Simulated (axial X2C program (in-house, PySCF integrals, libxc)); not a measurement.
# MoO⁺: properties at the nuclei

Aim: properties at the nuclei of MoO⁺, with spin–orbit coupling in the Hamiltonian from the start.

The runs use an in-house X2C program for linear molecules on PySCF integrals; two-component X2C with atomic mean-field terms, Mo dyall-cv3z, O dyall-av3z.

All values are calculated.

### Step 1. Input

Contents of task.json:

```json
{"zs": [42, 8], "q": 1, "bas": ["dyall-cv3z", "dyall-av3z"], "r0": 1.78, "levels": ["PBE0", "HF", "PBE", "r2SCAN", "BHandHLYP"], "nst": 3}
```

Keys: zs atomic numbers; q charge; bas basis sets; r0 starting distance in Å; levels methods (HF also brings MP2); nst determinants followed.

The run is started by

```console
> python soeom.py task.json out
```

The runs that follow: Expectation values, lowest determinant; Expectation values, a higher determinant; Expectation values, a higher determinant.

What does the calculation give? Wanted: lowest determinant; Eeff magnitude; Ws magnitude Mo; A∥/gI Mo; qzz Mo; higher determinant (for each run or level that gives them).

As calculated:

```
                                        quantity                                                        value
                              lowest determinant   Ω = 3/2 (excess of +ω over −ω: ω = 1/2, ω = -3/2, ω = 5/2)
                    Eeff magnitude (GV/cm), PBE0                                                         1.43
                     Ws magnitude Mo (kHz), PBE0                                                        0.469
                            A∥/gI Mo (MHz), PBE0                                                         1740
                             qzz Mo (a.u.), PBE0                                                         0.49
                              higher determinant                      Ω = 5/2 (excess of +ω over −ω: ω = 5/2)
Eeff magnitude (GV/cm), PBE0, higher determinant                                                        0.356
 Ws magnitude Mo (kHz), PBE0, higher determinant                                                        0.086
        A∥/gI Mo (MHz), PBE0, higher determinant                                                          122
         qzz Mo (a.u.), PBE0, higher determinant                                                         3.43
                              higher determinant  Ω = 1/2 (excess of +ω over −ω: ω = -1/2, ω = -3/2, ω = 5/2)
Eeff magnitude (GV/cm), PBE0, higher determinant                                                        0.507
 Ws magnitude Mo (kHz), PBE0, higher determinant                                                        0.821
        A∥/gI Mo (MHz), PBE0, higher determinant                                                        -2720
         qzz Mo (a.u.), PBE0, higher determinant                                                         0.35
```

In the first state, the effective field runs from 0.971 to 1.89 GV/cm over the mean-field levels. The expectation values come from single determinants, which for open shells can mix terms of unlike spin or miss the lowest Ω, so a determinant need not be a state. Eeff is the effective electric field on the electron dipole moment in this Ω state and Ws the scalar–pseudoscalar constant (defined with the proton number Z and per Ω); A∥ is the parallel hyperfine constant, which follows by multiplying with the nuclear g factor gI = μI/(I μN); qzz is the electric field gradient, eQq0 = 234.96 MHz × Q/barn × qzz. The operators were transformed with the bare-nucleus X2C matrices.
